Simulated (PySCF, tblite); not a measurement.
# C₈H₁₀FP: geometry, infrared bands and NMR shifts

Wanted: the infrared bands and NMR shifts of C₈H₁₀FP (`C=Cc1c(C)[pH]c(C)c1F`), by calculation.

The runs use tblite 0.8.0 and PySCF 2.14.0, with density-fitted response routines of our own; the level of theory stands in each step. All values are computed, except where a source is named. Atoms count from 0, in the outputs and in this text.

**1. Starting geometry**

20 atoms, charge 0, multiplicity 1; geometry from: force field or distance geometry start.

Bonds of the start (Å): C0–C1 1.30, C1–C2 1.49, C2–C3 1.38, C3–C4 1.50, C3–P5 1.86, P5–C6 1.75, C6–C7 1.51, C6–C8 1.35, C8–F9 1.39, C8–C2 1.35, C0–H10 1.12, C0–H11 1.06, C1–H12 1.11, C4–H13 1.11, C4–H14 1.11, C4–H15 1.11, P5–H16 1.48, C7–H17 1.11, C7–H18 1.10, C7–H19 1.12.

**2. Optimising the geometry with GFN2-xTB**

Job settings and geometry (Å):

```
{"job": {"kind": "relax", "xc": "GFN2-xTB", "basis": "xTB"}, "charge": 0, "multiplicity": 1}
C     -1.969000    -2.296000    -0.088400
C     -1.870800    -1.004800     0.072600
C     -0.575900    -0.270400     0.053900
C     -0.579300     1.100500     0.232100
C     -1.737600     2.019300     0.503700
P      1.189900     1.671400     0.127300
C      1.693300     0.018200    -0.159900
C      3.137800    -0.383500    -0.363800
C      0.641100    -0.825200    -0.158200
F      0.807700    -2.184600    -0.364700
H     -3.004300    -2.714000    -0.039100
H     -1.213700    -3.017200    -0.270000
H     -2.808500    -0.453600     0.271100
H     -2.617200     1.710700    -0.098500
H     -1.923000     2.041200     1.594000
H     -1.503500     3.054600     0.188500
H      1.828300     2.930100    -0.307600
H      3.387500    -0.195500    -1.428400
H      3.305600    -1.423800    -0.060300
H      3.806400     0.233000     0.292700
```

Command:

```bash
> OMP_NUM_THREADS=1 python probes_run.py task.json out
```

This one command runs all jobs of the session in turn.

**Question.** This job is followed by: GFN2-xTB harmonic vibrations, gas phase; GIAO PBE0/pcSseg-1 NMR shielding, non-relativistic, gas phase. Predict these results of the whole session: strongest single infrared mode (GFN2-xTB); zero-point energy (GFN2-xTB); 13C shifts against TMS (PBE0/pcSseg-1); 1H shifts against TMS (PBE0/pcSseg-1, means over atoms taken as alike); 31P shifts against H3PO4 (PBE0/pcSseg-1); 19F shifts against CFCl3 (PBE0/pcSseg-1).

As calculated:

| quantity | value |
| --- | --- |
| strongest single infrared mode (GFN2-xTB) | 2244 cm⁻¹, 122 km/mol |
| zero-point energy (GFN2-xTB) | 95.0 kcal/mol |
| 13C shifts against TMS (PBE0/pcSseg-1) | 169.9, 148.1, 143.6, 134.3, 123.3, 121.2, 17.9, 13.0 ppm |
| 1H shifts against TMS (PBE0/pcSseg-1, means over atoms taken as alike) | 6.86, 6.46, 5.63, 4.74, 2.31, 2.24 ppm |
| 31P shifts against H3PO4 (PBE0/pcSseg-1) | -78.4 ppm |
| 19F shifts against CFCl3 (PBE0/pcSseg-1) | -116.9 ppm |

What this shows: The optimisation took 89 steps and gained 1.671 eV; among the close pairs (by a distance rule), C2–C8 changed most, from 1.354 to 1.454 Å. The lowest mode is slightly imaginary (18i cm⁻¹), a soft motion within the noise of the Hessian, so the minimum is not strictly shown. The strongest single mode, at 2244 cm⁻¹, moves mainly H16. Unscaled tight-binding wavenumbers are off by several per cent, some by more. Its intensities can rank the bands wrongly.
